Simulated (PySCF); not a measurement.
# C13F4: the cost of one run

Computed with PySCF 2.14.0 and routines of our own; the level stands in each step. Atoms count from 0.

## (1) The system as given

17 atoms, charge 0, multiplicity 1; geometry from: GFN2-xTB.

## (2) NMR shifts: GIAO mPW1PW91/pcSseg-1

The job: settings as JSON, then the geometry in Å.

```
{"job": {"kind": "nmr", "basis": "pcSseg-1", "pop": false, "xc": "mPW1PW91"}, "charge": 0, "multiplicity": 1}
F      8.240791     1.558592     1.509825
C      7.570188     1.247203     0.403467
F      8.413487     1.165583    -0.622780
C      6.277216     1.051088     0.334231
C      5.029595     0.861087     0.262890
C      3.767648     0.667469     0.195598
C      2.514140     0.478808     0.135979
C      1.255941     0.285116     0.070805
C      0.000504     0.092262     0.000072
C     -1.255071    -0.101024    -0.068830
C     -2.514066    -0.291630    -0.134093
C     -3.767543    -0.481139    -0.200174
C     -5.030215    -0.672778    -0.269120
C     -6.278358    -0.863592    -0.335882
C     -7.571753    -1.060101    -0.403067
F     -8.478200    -0.116961    -0.648882
F     -8.178505    -2.232927    -0.235984
```

Level: GIAO mPW1PW91/pcSseg-1 NMR shielding, non-relativistic, gas phase.

Started as:

```
$ OMP_NUM_THREADS=1 python large_run.py task.json out
```

This one command runs all jobs of the session in turn.

**Question.** How long does this first job take on 1 thread of Intel Xeon Platinum 8488C, shared host, and how much memory does it need?

About 22 s, with a peak of 0.55 GiB.
